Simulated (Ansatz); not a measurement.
Working through harmonic frequencies at the relaxed geometry of BF₂H₃SeSi, SMILES FB(F)[SiH2][SeH]

Program: the Ansatz DFT code, driven from Python.

The cells in order, each with its output:

```python
import itertools

import ansatz as az
from ase.data import atomic_numbers, covalent_radii
import numpy as np
```

```python
geometry_ang = [
    ("F", (-2.5228, -0.231, 0.3057)),
    ("B", (-1.2629, 0.404, -0.0024)),
    ("F", (-1.1768, 1.844, -0.0696)),
    ("Si", (0.3169, -0.6767, -0.3147)),
    ("Se", (1.9169, -0.1383, 1.2182)),
    ("H", (0.8279, -0.4156, -1.6685)),
    ("H", (-0.0286, -2.1, -0.185)),
    ("H", (1.9294, 1.3137, 0.7163)),
]
bf2h3sesi = az.Crystal.molecule()
for symbol, xyz in geometry_ang:
    bf2h3sesi = bf2h3sesi.atom(symbol, xyz)
```

```python
calc = (
    bf2h3sesi.calculation()
    .basis(gaussian="def2-SVP")
    .functional("hf")
)
symbols = [site.symbol for site in bf2h3sesi.cartesian_sites]
start = np.array([site.position_ang for site in bf2h3sesi.cartesian_sites], dtype=float)
def progress(event):
    if event["event"] == "relax_step":
        row = event["data"]
        print(f"step {row['step']:3d}  E = {row['lagrangian_ev']:.6f} eV  largest force component {row['allowed_force_max_ev_ang']:.4f} eV/A")
```

```python
rep = calc.relax(force_tolerance=0.003).session().plan().execute(on_event=progress).report
end = np.array(rep["positions_ang"])
```

    step   1  E = -79283.752801 eV  largest force component 4.6763 eV/A
    step   2  E = -79284.563205 eV  largest force component 2.5581 eV/A
    step   3  E = -79284.573648 eV  largest force component 1.4725 eV/A
    step   4  E = -79284.497853 eV  largest force component 1.3877 eV/A
    step   5  E = -79284.689344 eV  largest force component 0.4198 eV/A
    step   6  E = -79284.695802 eV  largest force component 0.1784 eV/A
    step   7  E = -79284.699567 eV  largest force component 0.1278 eV/A
    step   8  E = -79284.700187 eV  largest force component 0.0869 eV/A
    step   9  E = -79284.700820 eV  largest force component 0.0332 eV/A
    step  10  E = -79284.701009 eV  largest force component 0.0115 eV/A
    step  11  E = -79284.701052 eV  largest force component 0.0056 eV/A
    step  12  E = -79284.701081 eV  largest force component 0.0093 eV/A
    step  13  E = -79284.701090 eV  largest force component 0.0086 eV/A
    step  14  E = -79284.701093 eV  largest force component 0.0037 eV/A
    step  15  E = -79284.701093 eV  largest force component 0.0023 eV/A

```python
# pairs closer than 1.2 times the sum of covalent radii, before or after
radius = [covalent_radii[atomic_numbers[s]] for s in symbols]
span = lambda where, i, j: np.linalg.norm(where[i] - where[j])
bonded = [(i, j) for i, j in itertools.combinations(range(len(symbols)), 2) if min(span(start, i, j), span(end, i, j)) < 1.2 * (radius[i] + radius[j])]
print("pair        before    after (A)")
for i, j in bonded:
    print(f"{symbols[i]}{i}-{symbols[j]}{j}".ljust(10), f"{span(start, i, j):8.4f} {span(end, i, j):8.4f}")

# same settings at the minimum
minimum = az.Crystal.molecule()
for symbol, place in zip(symbols, end):
    minimum = minimum.atom(symbol, place.tolist())
vibrating = (
    minimum.calculation()
    .basis(gaussian="def2-SVP")
    .functional("hf")
    .phonons(temperatures=(100, 500, 100))
)
vib = vibrating.run().report["vibrations"]
sums = vib["harmonic_sums"]
modes = [m["omega_inv_cm"] for m in sums["modes_at_gamma"] if m["rigid_motion"] == "no"]
print("frequencies (1/cm):", " ".join(f"{w:.0f}" for w in modes))
print("imaginary modes:", sum(w < 0 for w in modes), " zero-point energy:", round(sums["zero_point_energy_ev"], 4), "eV")
print("T (K)   F_vib (eV)   S_vib (meV/K)   C_vib (meV/K)")
for row in zip(sums["temperatures_k"], sums["vibrational_free_energy_ev"], vib["entropy_ev_per_k"], vib["heat_capacity_ev_per_k"]):
    print(f"{row[0]:6.1f} {row[1]:11.4f} {1000 * row[2]:13.4f} {1000 * row[3]:15.4f}")
```

    pair        before    after (A)
    F0-B1        1.4441   1.3082
    B1-F2        1.4441   1.3107
    B1-Si3       1.9394   2.0470
    Si3-Se4      2.2803   2.3053
    Si3-H5       1.4704   1.4802
    Si3-H6       1.4704   1.4770
    Se4-H7       1.5363   1.4563
    frequencies (1/cm): 18 83 175 220 363 428 482 583 654 685 807 882 1010 1321 1455 2337 2361 2582
    imaginary modes: 0  zero-point energy: 1.0195 eV
    T (K)   F_vib (eV)   S_vib (meV/K)   C_vib (meV/K)
     100.0      1.0024        0.3267          0.2806
     200.0      0.9562        0.5941          0.5170
     300.0      0.8842        0.8436          0.7182
     400.0      0.7882        1.0718          0.8684
     500.0      0.6705        1.2783          0.9812

```python
# all hydrogen replaced by deuterium
heavier = vibrating.phonons(masses={"H": 2.014102}).run().report["vibrations"]["harmonic_sums"]
print("deuterated (1/cm):", " ".join(f"{m['omega_inv_cm']:.0f}" for m in heavier["modes_at_gamma"] if m["rigid_motion"] == "no"))
print("zero-point energy falls by", round(sums["zero_point_energy_ev"] - heavier["zero_point_energy_ev"], 4), "eV")
```

    deuterated (1/cm): 18 80 130 201 353 378 412 489 552 606 645 690 735 1319 1454 1677 1701 1838
    zero-point energy falls by 0.1964 eV

Notes:
- Total energies depend on the basis set; only differences at equal settings carry meaning.
- The frequencies are harmonic and unscaled, in a modest basis. The result belongs to the one conformer reached from this start, and soft torsions count as harmonic oscillators.
- Wall time of the script: 3.8 min on 1 thread of Arm Neoverse V2, on a shared host, peak memory 0.32 GiB.

(Lines on the test bed's own set-up are left out of the output.)
